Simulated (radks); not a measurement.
# Ga¹¹⁺ in [Ne] 3s2 3p5 3d2 4s1: an all-electron calculation

One table from this session's results is given with a row withheld; the runs are named, their logs left out.

The numbers are computed with radks (a radial shooting solver on a logarithmic mesh, Libxc functionals) version 1 (Dirac Kohn-Sham, revPBE, spin-unpolarised, spherical densities, finite nucleus; open shells are shared between the two j in proportion to 2j + 1), except any that are marked as measured or tabulated.

## The atom as given

| Quantity | Value |
| --- | --- |
| element | gallium (Z = 31) |
| charge | +11 |
| electrons | 20 |
| configuration | [Ne] 3s2 3p5 3d2 4s1 |
| nuclear rms radius | 3.9973 fm |

Outer shells as boxes (Hund's rule):

Ga¹¹⁺
```
[Ne] core
3s [↑↓]
3p [↑↓][↑↓][↑ ]
3d [↑ ][↑ ][  ][  ][  ]
4s [↑ ]
```

The first run:

Input:

```text
Z 31
configuration [Ne] 3s2 3p5 3d2 4s1 4p0 5s0
relativity Dirac
functional pbe_r,pbe
spin unpolarised
j_filling average
nucleus finite rms 3.9973 fm
c 137.035999084
```

Run with:

```console
python run_ks.py task.json out
```

This one command runs every case of the session in turn.

Among the steps run: Self-consistent calculation.

One of the session's tables, all rows but one given; the rest of the session is left out.

It belongs to the step «Shells». Radial moments (bohr):

| level | <r> | outermost maximum (interpolated) | 90 % within | nodes |
| --- | --- | --- | --- | --- |
| 1s1/2 | 0.04860 | 0.0318 | 0.0869 | 0 |
| 2s1/2 | 0.2168 | 0.182 | 0.335 | 1 |
| 2p1/2 | ? | ? | ? | ? |
| 2p3/2 | 0.1911 | 0.147 | 0.312 | 0 |
| 3s1/2 | 0.5894 | 0.537 | 0.864 | 2 |
| 3p1/2 | 0.5850 | 0.525 | 0.875 | 1 |
| 3p3/2 | 0.5916 | 0.531 | 0.884 | 1 |
| 3d3/2 | 0.5584 | 0.455 | 0.873 | 0 |
| 3d5/2 | 0.5603 | 0.456 | 0.876 | 0 |
| 4s1/2 | 1.262 | 1.22 | 1.79 | 3 |
| 4p1/2 | 1.304 | 1.26 | 1.86 | 2 |
| 4p3/2 | 1.314 | 1.27 | 1.88 | 2 |
| 5s1/2 | 2.194 | 2.25 | 3.04 | 4 |

**Question.** Estimate the row for 2p1/2.

The run gave: <r>: 0.1876; outermost maximum (interpolated): 0.144; 90 % within: 0.307; nodes: 0. In the column «<r>» it lies between 1s1/2 (0.04860) and 2p3/2 (0.1911).
